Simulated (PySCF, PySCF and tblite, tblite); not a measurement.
# CH₆F₂GeOSi: conformers and averaged spectra, part 2 of 2

PySCF and tblite. Atoms count from 0.

## (4) Single-point energy, conformer 1: CAM-B3LYP/def2-TZVP in acetone

The job: settings as JSON, then the geometry in Å.

```
{"job": {"xc": "CAM-B3LYP", "basis": "def2-TZVP", "solvent": "acetone", "kind": "sp"}, "charge": 0, "multiplicity": 1}
C     -2.221614     0.320666    -0.424312
O     -0.839775     0.072322    -0.402716
Si     0.129368    -0.124121     0.863832
F      0.020212     1.182424     1.805574
Ge     2.216834    -0.189502    -0.147989
F      3.061649    -1.486805     0.704011
H     -2.769991    -0.575808    -0.131997
H     -2.495583     0.598393    -1.441456
H     -2.477404     1.131553     0.258144
H     -0.239850    -1.185495     1.789766
H      3.221057     0.927058     0.057205
H      2.396295    -0.671372    -1.571323
```

Output:

```text
coarse grid: 49624 points
cycle   1  E = -2683.2369526883  dE = -4.437e-02  |g| = 1.239e+00  |ddm| = 2.623e+00
cycle   2  E = -2683.0632780429  dE =  1.737e-01  |g| = 1.710e+00  |ddm| = 1.259e+00
cycle   3  E = -2683.4486249707  dE = -3.853e-01  |g| = 1.013e-01  |ddm| = 7.337e-01
cycle   4  E = -2683.4496044849  dE = -9.795e-04  |g| = 5.279e-02  |ddm| = 6.797e-02
cycle   5  E = -2683.4499118623  dE = -3.074e-04  |g| = 8.448e-03  |ddm| = 2.654e-02
cycle   6  E = -2683.4499219480  dE = -1.009e-05  |g| = 4.058e-03  |ddm| = 6.837e-03
cycle   7  E = -2683.4499240782  dE = -2.130e-06  |g| = 6.639e-04  |ddm| = 2.188e-03
final grid: 102824 points
cycle   8  E = -2683.4498784834  dE = -2.434e-07  |g| = 7.326e-04  |ddm| = 1.336e-03
cycle   9  E = -2683.4498784459  dE =  3.748e-08  |g| = 9.234e-04  |ddm| = 6.698e-04
cycle  10  E = -2683.4498785495  dE = -1.036e-07  |g| = 5.864e-05  |ddm| = 3.643e-04
cycle  11  E = -2683.4498785501  dE = -5.557e-10  |g| = 1.910e-05  |ddm| = 4.636e-05
converged SCF energy = -2683.4498785501
```

It took 14 s on 1 thread of AMD EPYC 9B14, shared host; peak memory 1.2 GiB.

This run: HOMO -9.76 eV, LUMO 0.03 eV; dipole 4.28 D.

## (5) Shieldings, conformer 2: B97-2/pcSseg-1 in acetone

The job: settings as JSON, then the geometry in Å.

```
{"job": {"xc": "B97-2", "basis": "pcSseg-1", "solvent": "acetone", "kind": "nmr", "pop": false}, "charge": 0, "multiplicity": 1}
C     -1.775378    -0.811523    -0.049427
O     -1.377388     0.518840     0.122289
Si     0.026804     1.103209     0.633159
F     -0.088423     2.629211     0.173237
Ge     1.817769     0.119323    -0.523676
F      1.911463    -1.539437     0.113959
H     -0.948926    -1.425215    -0.420380
H     -2.592157    -0.827965    -0.771088
H     -2.123353    -1.223843     0.899472
H      0.166440     1.119654     2.082396
H      3.247073     0.553713    -0.280595
H      1.737273    -0.216654    -2.005373
```

Output:

```text
coarse grid: 49624 points
cycle   1  E = -2683.2381207279  dE = -1.256e-01  |g| = 1.264e+00  |ddm| = 3.176e+00
cycle   2  E = -2682.8547979425  dE =  3.833e-01  |g| = 1.959e+00  |ddm| = 1.974e+00
cycle   3  E = -2683.4373187966  dE = -5.825e-01  |g| = 1.888e-01  |ddm| = 1.389e+00
cycle   4  E = -2683.4419118649  dE = -4.593e-03  |g| = 8.294e-02  |ddm| = 1.367e-01
cycle   5  E = -2683.4426803747  dE = -7.685e-04  |g| = 1.604e-02  |ddm| = 5.151e-02
cycle   6  E = -2683.4427132841  dE = -3.291e-05  |g| = 5.201e-03  |ddm| = 1.119e-02
cycle   7  E = -2683.4427163475  dE = -3.063e-06  |g| = 5.987e-04  |ddm| = 3.595e-03
final grid: 102824 points
cycle   8  E = -2683.4427572720  dE = -6.336e-08  |g| = 7.066e-04  |ddm| = 1.323e-03
cycle   9  E = -2683.4427572194  dE =  5.257e-08  |g| = 9.490e-04  |ddm| = 1.038e-03
cycle  10  E = -2683.4427573359  dE = -1.164e-07  |g| = 9.995e-05  |ddm| = 5.655e-04
cycle  11  E = -2683.4427573372  dE = -1.362e-09  |g| = 1.934e-05  |ddm| = 6.925e-05
cycle  12  E = -2683.4427573373  dE = -4.866e-11  |g| = 2.166e-06  |ddm| = 1.208e-05
converged SCF energy = -2683.4427573373

GIAO shielding tensors (ppm)
atom      isotropic    diamagn.    paramagn.     s11        s22        s33       span
  0 C      134.222     244.900    -110.679    107.858    111.994    182.813     74.954
  1 O      307.190     396.276     -89.086    258.320    306.740    356.512     98.192
  2 Si     366.405     877.756    -511.350    341.879    372.180    385.157     43.278
  3 F      350.488     467.803    -117.315    276.110    359.861    415.495    139.386
  4 Ge    1333.613    2759.585   -1425.972   1157.706   1220.791   1622.343    464.637
  5 F      465.651     479.842     -14.191    395.349    487.835    513.769    118.420
  6 H       27.616      31.114      -3.498     22.476     28.133     32.238      9.762
  7 H       27.596      28.070      -0.473     23.564     25.299     33.926     10.363
  8 H       27.662      28.520      -0.858     23.887     25.136     33.963     10.076
  9 H       26.233      28.357      -2.124     23.000     23.628     32.072      9.072
 10 H       26.064      28.377      -2.313     19.475     22.314     36.402     16.926
 11 H       25.825      29.498      -3.673     19.993     21.962     35.519     15.526
```

It took 14 s on 1 thread of AMD EPYC 9B14, shared host; peak memory 1 GiB.

This run: HOMO -7.91 eV, LUMO -1.11 eV; dipole 0.76 D.

## (6) Single-point energy, conformer 2: CAM-B3LYP/def2-TZVP in acetone

The job, as its differences from that of step 5:

```diff
@@ -1,2 +1,2 @@
-{"job": {"xc": "B97-2", "basis": "pcSseg-1", "solvent": "acetone", "kind": "nmr", "pop": false}, "charge": 0, "multiplicity": 1}
+{"job": {"xc": "CAM-B3LYP", "basis": "def2-TZVP", "solvent": "acetone", "kind": "sp"}, "charge": 0, "multiplicity": 1}
 C     -1.775378    -0.811523    -0.049427
```

Output:

```text
coarse grid: 49624 points
cycle   1  E = -2683.2307158818  dE = -4.015e-02  |g| = 1.246e+00  |ddm| = 2.622e+00
cycle   2  E = -2683.0376727162  dE =  1.930e-01  |g| = 1.746e+00  |ddm| = 1.306e+00
cycle   3  E = -2683.4470474296  dE = -4.094e-01  |g| = 1.078e-01  |ddm| = 7.752e-01
cycle   4  E = -2683.4481667249  dE = -1.119e-03  |g| = 5.622e-02  |ddm| = 7.264e-02
cycle   5  E = -2683.4485189435  dE = -3.522e-04  |g| = 8.911e-03  |ddm| = 2.734e-02
cycle   6  E = -2683.4485297377  dE = -1.079e-05  |g| = 4.112e-03  |ddm| = 6.885e-03
cycle   7  E = -2683.4485318676  dE = -2.130e-06  |g| = 6.600e-04  |ddm| = 2.142e-03
final grid: 102824 points
cycle   8  E = -2683.4484852698  dE = -1.646e-07  |g| = 6.927e-04  |ddm| = 1.281e-03
cycle   9  E = -2683.4484852406  dE =  2.922e-08  |g| = 8.569e-04  |ddm| = 6.284e-04
cycle  10  E = -2683.4484853267  dE = -8.607e-08  |g| = 6.210e-05  |ddm| = 3.437e-04
cycle  11  E = -2683.4484853273  dE = -6.003e-10  |g| = 1.734e-05  |ddm| = 4.520e-05
converged SCF energy = -2683.4484853273
```

Run time: 14 s. Hardware: 1 thread of AMD EPYC 9B14, shared host; peak memory 1.1 GiB.

Key values: HOMO -9.48 eV, LUMO -0.14 eV; dipole 0.78 D.

## (7) The ensemble: properties at B97-2/pcSseg-1 in acetone

The job: settings as JSON, then the geometry in Å.

```
{"job": {"study": "conf", "smiles": "CO[Si@H](F)[GeH2][F]", "search": {"seed": 6681, "n_embed": 90, "ff_keep": 18, "window": 3.0, "nmax": 10, "temps": [220, 260, 298.15, 340, 380], "t_ref": 298.15, "order": 0.001}, "level": {"nmr": {"xc": "B97-2", "basis": "pcSseg-1", "solvent": "acetone"}, "sp": {"xc": "CAM-B3LYP", "basis": "def2-TZVP", "solvent": "acetone"}}, "kind": "conf"}, "charge": 0, "multiplicity": 1}
C     -2.221614     0.320666    -0.424312
O     -0.839775     0.072322    -0.402716
Si     0.129368    -0.124121     0.863832
F      0.020212     1.182424     1.805574
Ge     2.216834    -0.189502    -0.147989
F      3.061649    -1.486805     0.704011
H     -2.769991    -0.575808    -0.131997
H     -2.495583     0.598393    -1.441456
H     -2.477404     1.131553     0.258144
H     -0.239850    -1.185495     1.789766
H      3.221057     0.927058     0.057205
H      2.396295    -0.671372    -1.571323
```

Output:

```text
conformer  sym    E(xTB)   E(DFT)   G(298.15 K)  weight  dipole/D
    1     C1      0.000    0.000    0.000   0.6887    4.280
    2     C1      0.592    0.585    0.470   0.3113    0.784

mean shielding (ppm) by class
class atoms           220 K      260 K   298.15 K      340 K      380 K
  0 C  0            132.786    132.855    132.909    132.957    132.995
  1 O  1            292.858    293.546     294.08     294.56     294.94
  2 Si 2            362.153    362.357    362.515    362.658    362.771
  3 F  3            343.419    343.759    344.022    344.259    344.446
  4 Ge 4           1332.721   1332.763   1332.797   1332.827    1332.85
  5 F  5            466.934    466.872    466.824    466.782    466.748
  6 H  6,7,8          27.67     27.667     27.666     27.664     27.663
  7 H  9             26.276     26.274     26.272     26.271      26.27
  8 H  10             26.11     26.108     26.106     26.105     26.104
  9 H  11            26.069     26.058     26.048      26.04     26.034
```

Wall time 71 s (1 thread of AMD EPYC 9B14, shared host). This counts the runs that the step sums up.

The search (ETKDG and KDG, UFF, GFN2-xTB) embedded 90 structures, kept 9 distinct ones after the force field and 2 after xTB; 2 were carried on (window 3.0 kcal/mol at the search's own energies). Energies: CAM-B3LYP/def2-TZVP in acetone with D3(BJ).

Conformer by conformer (298 K):

```csv
no.,group,mirror pair,ΔE xTB,ΔE DFT,ΔG,weight (%),μ (D),C0–O1–Si2–Ge4 (°),F3–Si2–Ge4–F5 (°),"A, B, C (GHz)"
1,C1,no,0.00,0.00,0.00,68.9,4.28,-173,107,"3.64, 0.96, 0.87"
2,C1,no,0.59,0.58,0.47,31.1,0.78,50,177,"2.49, 1.28, 0.93"
```

Energies in kcal/mol. ΔG holds xTB vibrations and rotation, symmetry numbers and mirror pairs.

Weights (%) by temperature:

```csv
no.,220 K,260 K,298 K,340 K,380 K
1,75.3,71.7,68.9,66.3,64.4
2,24.7,28.3,31.1,33.7,35.6
```

Other ways of weighting, at the same temperature:

```
                      scheme    1   2  mean μ (D)
             DFT free energy   69  31        3.19
DFT energy, symmetry counted   73  27        3.33
            DFT energy alone   73  27        3.33
xTB energy, symmetry counted   73  27        3.34
             xTB free energy   69  31        3.20
       lowest conformer only  100   0        4.28
               equal weights   50  50        2.53
```

Shifts against references run at the same level (29Si TMS 354.2, 13C TMS 187.1, 1H TMS 31.80 ppm of shielding), by class of atoms, at 298 K:

```
     atoms                               environment      no. 1      no. 2    average
        C0                 methyl carbon bonded to O       54.7       52.8       54.2
       H11   hydrogen on a germanium bonded to F, Si       5.65       5.97       5.75
       H10   hydrogen on a germanium bonded to F, Si       5.67       5.73       5.69
        H9  hydrogen on a silicon bonded to F, Ge, O       5.51       5.57       5.53
H6, H7, H8   hydrogen on a methyl carbon bonded to O       4.11       4.17       4.13
        O1                    oxygen bonded to C, Si  288.2 (σ)  307.2 (σ)  294.1 (σ)
       Si2             silicon bonded to F, Ge, O, H       -6.5      -12.2       -8.3
        F3                     fluorine bonded to Si  341.1 (σ)  350.5 (σ)  344.0 (σ)
        F5                     fluorine bonded to Ge  467.4 (σ)  465.7 (σ)  466.8 (σ)
       Ge4            germanium bonded to F, Si, 2 H   1332 (σ)   1334 (σ)   1333 (σ)
```

Effective distances for nuclear Overhauser effects, ⟨r⁻⁶⟩^(−1/6) over all pairs of two classes (Å): H10···H11 2.42; H6···H9 3.60; H9···H10 4.21; H6···H11 4.47.

## (8) Summary of results

The summary covers parts 1 to 2.

```
                                        quantity                                                value
                                      conformers  2; the first in weight is no. 1 (C1), 69 % at 298 K
                         root-mean-square dipole                                               3.58 D
 averaged 13C shifts (B97-2/pcSseg-1 in acetone)                                             54.2 ppm
  averaged 1H shifts (B97-2/pcSseg-1 in acetone)                           5.75, 5.69, 5.53, 4.13 ppm
averaged 29Si shifts (B97-2/pcSseg-1 in acetone)                                             -8.3 ppm
```

Conformer 1 leads with 69 % at 298 K, and its share goes from 75 % at 220 K to 64 % at 380 K. Among conformers over 5 %, H11 differs by 0.32 ppm, while the average moves by 0.04 ppm from 220 to 380 K. Spin-orbit coupling is left out, which matters at and beside the heavy atoms.
